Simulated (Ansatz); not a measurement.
**Cd: the crystal squeezed far**

An exercise on one series of results from a longer session: the logs are not shown, and one member is left open.

Program: Ansatz 0.2.0. Level of theory: DFT, PBEsol, PAW with Ansatz's default frozen-core files, scalar-relativistic. These are calculated values, not measurements.

**The structure to begin with**

The structure is hexagonal, space group P6_3/mmc (No. 194). Conventional cell: a = 3.117 Å, b = 3.117 Å, c = 5.050 Å, α = 90.00°, β = 90.00°, γ = 120.00°. Around Cd (site symmetry -6m2) lie 12 Cd at 3.10 to 3.12 Å.

Structure file:

```
Cd
1.0
     3.11732    0.00000    0.00000
    -1.55866    2.69968    0.00000
     0.00000    0.00000    5.05006
Cd
2
Direct
  0.33333 0.66667 0.25000
  0.66667 0.33333 0.75000
```

Whether this phase is the stable one at these pressures isn't tested.

Atoms are numbered in the order of the input: Cd1, Cd2.

The first run:

Contents of input.yaml:

```yaml
crystal:
  lattice:
    - [3.1173179092, 0.0, 0.0]
    - [-1.5586589546, 2.6996765011, 0.0]
    - [0.0, 0.0, 5.050055013]
  atoms:
    - { symbol: Cd, position: [0.3333333333, 0.6666666667, 0.25] }
    - { symbol: Cd, position: [0.6666666667, 0.3333333333, 0.75] }
kpoints:
  mp_grid: { grid: [14, 14, 8] }
scf:
  occupations: { method: fermi_dirac, width: 0.05 }
hamiltonian:
  xc: pbesol
  pseudopotentials: { kind: paw }
output:
  forces: true
  stress: true
relax:
  f_tol: 0.005
  max_steps: 40
  cell: {}
```

On the command line:

```bash
> ansatz run input.yaml --threads 1 --pin off --max-ram 2048MiB --backend cpu --events-out ev --progress --plain --runs-dir out
```

Among the steps run: Cell relaxed at zero pressure, PAW; Volume scaled by 1, PAW; Shape and atoms relaxed at 0.9 of the volume, PAW; Volume scaled by 0.9, PAW; Shape and atoms relaxed at 0.8 of the volume, PAW; Volume scaled by 0.8, PAW; Shape and atoms relaxed at 0.7 of the volume, PAW; Volume scaled by 0.7, PAW; Shape and atoms relaxed at 0.6 of the volume, PAW; Volume scaled by 0.6, PAW; Shape and atoms relaxed at 0.5 of the volume, PAW; Volume scaled by 0.5, PAW; Shape and atoms relaxed at 0.4 of the volume, PAW; Volume scaled by 0.4, PAW; Volume scaled by 0.4, PAW (cutoff 800 eV).

One of the session's tables, all rows but one given; the rest of the session is left out.

| method | volume over the first | volume (Å³/atom) | pressure (GPa) |
| --- | --- | --- | --- |
| PAW | 1 | 20.768 | 0.00 |
| PAW | 0.9 | ? | ? |
| PAW | 0.8 | 16.615 | 25.23 |
| PAW | 0.7 | 14.538 | 58.52 |
| PAW | 0.6 | 12.461 | 128.56 |
| PAW | 0.5 | 10.384 | 285.84 |
| PAW | 0.4 | 8.307 | 683.80 |
| PAW (cutoff 800 eV) | 0.4 | 8.307 | 683.51 |

Estimate the missing values for PAW, 0.9.

As computed: volume (Å³/atom): 18.691; pressure (GPa): 8.43. In the column «volume (Å³/atom)» it lies between PAW, 0.8 (16.615) and PAW, 1 (20.768).

Limits of these values: At pressures up to 684 GPa the PAW spheres may overlap and frozen cores may not hold, so those PAW values are rough without an all-electron check.
